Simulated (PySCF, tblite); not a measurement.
# C₄H₄FNSe+ (doublet): geometry, infrared bands and EPR parameters

Wanted: the infrared bands and EPR parameters of C₄H₄FNSe+ (doublet) (`[NH2+]c1c[se]cc1F`), by calculation.

Computed with tblite 0.8.0 and PySCF 2.14.0, with density-fitted response routines of our own, on a single molecule in the gas phase. Atoms are numbered from 0 throughout.

## (1) The starting structure

11 atoms, charge 1, multiplicity 2; geometry from: force field or distance geometry start.

Bonds of the start (Å): N0–C1 1.46, C1–C2 1.36, C2–Se3 1.85, Se3–C4 2.01, C4–C5 1.36, C5–F6 1.40, C5–C1 1.34, N0–H7 1.04, N0–H8 1.03, C2–H9 1.09, C4–H10 1.08.

## (2) Geometry optimisation with GFN2-xTB

What the job is given:

```
{"job": {"kind": "relax", "xc": "GFN2-xTB", "basis": "xTB"}, "charge": 1, "multiplicity": 2}
N     -1.719800    -0.537700     0.293800
C     -0.438800     0.102200     0.033300
C     -0.390700     1.406300    -0.332100
Se     1.369600     1.925000    -0.585500
C      1.898400     0.052400    -0.063300
C      0.711000    -0.576200     0.171400
F      0.734000    -1.918300     0.555700
H     -2.149400    -0.860100    -0.593200
H     -1.654800    -1.300700     0.977000
H     -1.243500     2.073700    -0.476400
H      2.889400    -0.363900    -0.006700
```

On the command line:

```console
$ OMP_NUM_THREADS=1 python probes_run.py task.json out
```

This one command runs all jobs of the session in turn.

The program printed:

```text
step      E/eV     max force
  0    -568.30599    6.307
  1    -568.84364    1.490
  2    -568.92476    0.864
  3    -569.00461    0.854
  4    -569.06433    0.921
  5    -569.10742    0.842
  6    -569.16322    0.704
  7    -569.20891    0.862
  8    -569.25934    0.790
  9    -569.30477    0.556
 10    -569.35634    0.780
 11    -569.41703    1.073
 12    -569.45170    1.267
 13    -569.51501    0.517
 14    -569.53945    0.424
 15    -569.56475    0.630
 16    -569.60013    0.542
 17    -569.61995    0.414
 18    -569.62761    0.326
 19    -569.63218    0.265
 20    -569.63558    0.168
 21    -569.63941    0.135
 22    -569.64067    0.125
 23    -569.64299    0.117
 24    -569.64413    0.110
 25    -569.64508    0.086
 26    -569.64559    0.067
 27    -569.64589    0.045
 28    -569.64611    0.045
 29    -569.64641    0.048
 30    -569.64678    0.065
 31    -569.64706    0.052
 32    -569.64720    0.029
 33    -569.64730    0.035
 34    -569.64745    0.043
 35    -569.64764    0.042
 36    -569.64779    0.030
 37    -569.64788    0.022
 38    -569.64793    0.018
 39    -569.64797    0.017
 40    -569.64800    0.012
 41    -569.64802    0.011
 42    -569.64804    0.012
 43    -569.64806    0.012
 44    -569.64807    0.011
 45    -569.64808    0.007
```

Wall time 0.67 s (1 thread of Intel Xeon at 2.50GHz, shared host).

Step by step: (not every step is listed)

```
step  energy from step 0 (eV)  largest force (eV/Å)
   0                   0.0000                6.3073
   1                  -0.5377                1.4905
   2                  -0.6188                0.8640
   3                  -0.6986                0.8538
   4                  -0.7583                0.9213
   5                  -0.8014                0.8415
   6                  -0.8572                0.7036
   7                  -0.9029                0.8621
   8                  -0.9534                0.7896
  11                  -1.1110                1.0731
  14                  -1.2335                0.4236
  17                  -1.3140                0.4140
  20                  -1.3296                0.1682
  23                  -1.3370                0.1171
  26                  -1.3396                0.0673
  29                  -1.3404                0.0485
  32                  -1.3412                0.0292
  35                  -1.3417                0.0425
  38                  -1.3419                0.0185
  40                  -1.3420                0.0124
  41                  -1.3420                0.0114
  42                  -1.3421                0.0117
  43                  -1.3421                0.0121
  44                  -1.3421                0.0110
  45                  -1.3421                0.0073
```

Distances of close pairs at the start and the end, largest changes first:

```
  bond  before (Å)  after (Å)  change (Å)
 N0–C1       1.455      1.324      -0.131
Se3–C4       2.015      1.884      -0.131
 C1–C5       1.342      1.462      +0.120
 C5–F6       1.396      1.323      -0.073
 C1–C2       1.355      1.397      +0.042
C2–Se3       1.853      1.815      -0.037
 N0–H7       1.037      1.010      -0.027
 C4–C5       1.364      1.343      -0.021
```

The end geometry stands in the next job.

## (3) Vibrational analysis with GFN2-xTB

What the job is given:

```
{"job": {"kind": "ir", "xc": "GFN2-xTB", "basis": "xTB"}, "charge": 1, "multiplicity": 2}
N     -1.626094    -0.667914     0.187333
C     -0.494701    -0.008752    -0.010320
C     -0.359801     1.309641    -0.452624
Se     1.370137     1.841135    -0.596466
C      1.883863     0.127705    -0.005816
C      0.804044    -0.635549     0.229959
F      0.832352    -1.887850     0.655089
H     -2.525057    -0.237183     0.024712
H     -1.602101    -1.627227     0.511933
H     -1.188443     1.955378    -0.685825
H      2.911226    -0.166713     0.116062
```

The program printed:

```text
mode    cm-1     km/mol
  1     179.1      7.46
  2     231.6      0.06
  3     254.0     11.76
  4     356.8     15.68
  5     373.1      0.18
  6     387.8      0.36
  7     527.1      3.90
  8     549.0      4.37
  9     567.5    245.38
 10     640.1     11.07
 11     701.1     29.43
 12     702.9      3.55
 13     757.9      6.62
 14     766.9     44.89
 15     823.0      5.65
 16     973.6     21.99
 17    1069.7     12.37
 18    1138.4      9.88
 19    1200.0     70.86
 20    1314.4     18.70
 21    1401.5     34.31
 22    1555.6    320.93
 23    1591.2     35.83
 24    3116.7     13.55
 25    3124.2     24.12
 26    3389.5    270.86
 27    3457.1     87.41
```

Wall time 0.68 s (1 thread of Intel Xeon at 2.50GHz, shared host).

Which atoms move in the most intense modes:

```
cm⁻¹  km/mol                               atoms
 568   245.4           H8 51 %, H7 28 %, N0 19 %
 767    44.9                   H10 81 %, C4 14 %
1200    70.9  C5 36 %, C2 16 %, F6 12 %, C1 11 %
1402    34.3                    H8 46 %, H7 38 %
1556   320.9                    C1 59 %, N0 27 %
1591    35.8                    C5 59 %, C4 33 %
3390   270.9                    H8 75 %, H7 21 %
3457    87.4                    H7 73 %, H8 18 %
```

## (4) EPR parameters: B3LYP/def2-TZVP-core+pcH-1

The job, as its differences from that of step 3:

```diff
@@ -1,2 +1,2 @@
-{"job": {"kind": "ir", "xc": "GFN2-xTB", "basis": "xTB"}, "charge": 1, "multiplicity": 2}
+{"job": {"kind": "epr", "basis": "pcH-1"}, "charge": 1, "multiplicity": 2}
 N     -1.626094    -0.667914     0.187333
```

With the program's defaults for keys left out, this is: UKS B3LYP, def2-TZVP-core on Se, pcH-1 on C F H N, non-relativistic, mean-field spin-orbit, GIAO.

The program printed:

```text
UKS, coarse grid
  cycle   1  E = -2710.65588781  |g| = 1.51e+00
  cycle   2  E = -2710.58458688  |g| = 8.72e-01
  cycle   3  E = -2710.65375575  |g| = 5.30e-01
  cycle   4  E = -2710.73744188  |g| = 1.15e-01
  cycle   5  E = -2710.74329249  |g| = 4.47e-02
  cycle   6  E = -2710.74423712  |g| = 1.42e-02
  cycle   7  E = -2710.74431889  |g| = 5.49e-03
  cycle   8  E = -2710.74433291  |g| = 1.62e-03
  cycle   9  E = -2710.74433644  |g| = 1.11e-03
  cycle  10  E = -2710.74433638  |g| = 7.01e-04
UKS, final grid
  cycle   1  E = -2710.74428357  |g| = 1.01e-03
  cycle   2  E = -2710.74428216  |g| = 2.08e-03
  cycle   3  E = -2710.74428421  |g| = 2.32e-04
  cycle   4  E = -2710.74428425  |g| = 1.27e-04
  cycle   5  E = -2710.74428431  |g| = 6.72e-05
  cycle   6  E = -2710.74428431  |g| = 3.78e-05
  cycle   7  E = -2710.74428432  |g| = 1.45e-05
E = -2710.74428432 Eh   <S^2> = 0.7559 (exact 0.7500)
g shifts (ppm)      1          2          3
  rmc          -214       -214       -214
  gc            -10         59         42
  oz_so         -64       6144      33187
  total        -288       5990      33016
hyperfine (MHz)  atom isotope    a_iso     a_fc   dipolar eigenvalues
    0   14N      14.40      14.58    -17.27    -17.02     34.29
    1   13C     -10.18     -10.16    -14.30    -10.54     24.84
    2   13C      21.07      19.28    -25.69    -24.16     49.86
    3  77Se       4.35      16.83   -143.62   -129.59    273.21
    4   13C      -4.93      -4.14     -0.98     -0.05      1.03
    5   13C      -2.29      -2.35     -4.35     -2.54      6.89
    6   19F       4.49       5.38    -17.35    -15.06     32.41
    7    1H     -26.38     -26.29    -18.32     -5.62     23.94
    8    1H     -26.96     -26.88    -19.66     -5.25     24.91
    9    1H     -19.41     -19.76    -10.82     -3.48     14.30
   10    1H      -2.04      -1.92     -1.75     -1.55      3.30
```

Wall time 5.1 min (1 thread of Intel Xeon at 2.50GHz, shared host); peak memory 1.1 GiB.

Principal g values 2.00203, 2.00831, 2.03534; g(iso) = 2.01523, against 2.00232 for a free electron.

Hyperfine couplings; where a row names several nuclei, a(iso) is their mean (it holds for fast rotation or exchange) and the dipolar term the largest among them:

```
nuclei  isotope  a(iso) (MHz)  a(iso) (G, at g = 2.0023)  largest dipolar term (MHz)
H7, H8       1H         -26.7                       -9.5                        24.9
    C2      13C          21.1                        7.5                        49.9
    H9       1H         -19.4                       -6.9                        14.3
    N0      14N          14.4                        5.1                        34.3
    C1      13C         -10.2                       -3.6                        24.8
    C4      13C          -4.9                       -1.8                         1.0
    F6      19F           4.5                        1.6                        32.4
   Se3     77Se           4.3                        1.6                       273.2
    C5      13C          -2.3                       -0.8                         6.9
   H10       1H          -2.0                       -0.7                         3.3
```

Mulliken spin populations:

```
atom  value (e)
  N0       0.34
  C1       0.13
  C2       0.27
 Se3       0.27
  C4       0.01
  C5       0.03
  F6       0.01
  H7      -0.01
  H8      -0.01
  H9      -0.01
 H10       0.00
```

In first order the couplings over 0.8 MHz of 1H, 14N, 19F give 72 distinct lines over 38.6 G, if the averaged nuclei exchange fast.

The fields below are evaluated on a grid from the run's orbitals.

ELF in a plane through or near 11 of the atoms.

Values, 10 rows by 14 columns:
```
0.00 0.00 0.00 0.00 0.00 0.00 0.00 0.00 0.00 0.00 0.00 0.00 0.00 0.00
0.00 0.00 0.00 0.02 0.16 0.08 0.00 0.00 0.03 0.00 0.00 0.00 0.00 0.00
0.00 0.00 0.02 0.68 0.89 0.70 0.16 0.60 0.99 0.85 0.00 0.00 0.00 0.00
0.00 0.00 0.02 0.61 0.27 0.68 0.79 0.33 0.96 0.37 0.00 0.00 0.00 0.00
0.00 0.00 0.01 0.11 0.73 0.67 0.20 0.91 0.59 0.19 0.94 0.72 0.00 0.00
0.00 0.00 0.84 0.99 0.46 0.74 0.32 0.62 0.80 0.31 0.93 0.59 0.00 0.00
0.00 0.00 0.61 0.97 0.45 0.28 0.63 0.15 0.15 0.99 0.46 0.01 0.00 0.00
0.00 0.00 0.00 0.01 0.01 0.75 0.50 0.80 0.02 0.82 0.24 0.00 0.00 0.00
0.00 0.00 0.00 0.00 0.00 0.09 0.14 0.07 0.00 0.00 0.00 0.00 0.00 0.00
0.00 0.00 0.00 0.00 0.00 0.00 0.00 0.00 0.00 0.00 0.00 0.00 0.00 0.00
```
The map spans 10.9 Å across and 9.6 Å up, centred on the molecule. Atoms in the plane (x, y in Å): N0 (1.7, -0.5), C1 (0.5, 0.1), C2 (0.2, 1.4), Se3 (-1.6, 1.7), C4 (-1.9, -0.2), C5 (-0.7, -0.8), F6 (-0.5, -2.1), H7 (2.5, 0.1), H8 (1.8, -1.5), H9 (0.9, 2.2), H10 (-2.9, -0.6).

log10 of the density (e/Å³) in the same plane.

Ten even steps from '0' (-4.0) to '9' (2.1):
```
0000000000000000000000000000
0000000011100000000000000000
0000012223222112211000000000
0000123344433333332100000000
0000134455554455543210000000
0001234567765566654210000000
0001235579966677654321000000
0001234568866796654332100000
0001234566655676655554310000
0001345566655678666665420000
0012356679766777778765420000
0012356666678766677654320000
0001345555667654567644210000
0000233334577764456543200000
0000011234578764434332000000
0000000023566654322210000000
0000000002344432100000000000
0000000000122210000000000000
0000000000000000000000000000
0000000000000000000000000000
```
The map spans 10.9 Å across and 9.6 Å up, centred on the molecule. Atoms in the plane (x, y in Å): N0 (1.7, -0.5), C1 (0.5, 0.1), C2 (0.2, 1.4), Se3 (-1.6, 1.7), C4 (-1.9, -0.2), C5 (-0.7, -0.8), F6 (-0.5, -2.1), H7 (2.5, 0.1), H8 (1.8, -1.5), H9 (0.9, 2.2), H10 (-2.9, -0.6).

On the surface of density 0.002 e/bohr³ the electrostatic potential runs, from the 1st to the 99th percentile, from 3.00 V near F6 to 6.73 V near H7.

The spin density lies nearest to Se3 26 %; N0 24 %; C2 21 %; C1 13 %.

## (5) Outcome

| quantity | value |
| --- | --- |
| strongest single infrared mode (GFN2-xTB) | 1556 cm⁻¹, 321 km/mol |
| zero-point energy (GFN2-xTB) | 44.5 kcal/mol |
| g(iso) (B3LYP) | 2.01523 |
| ⟨S²⟩ | 0.756 (exact 0.75) |
| largest a(iso) (averaged by class) | 1H on H7, H8, -26.7 MHz |

**Reading.** Relaxing lowered the energy by 1.342 eV in 45 steps; the close pair that moved most is N0–C1, from 1.455 to 1.324 Å. No mode is imaginary among the 27: a minimum at this level. The strongest single mode, at 1556 cm⁻¹, moves mainly C1. Unscaled tight-binding wavenumbers are off by several per cent, some by more. Its intensities can rank the bands wrongly. The largest spin populations lie on N0 (0.34 e), C2 (0.27 e), Se3 (0.27 e). The isotropic g lies 12.9 ppt above the free-electron value. The hyperfine terms hold no scalar relativity, which the heavier nuclei need.
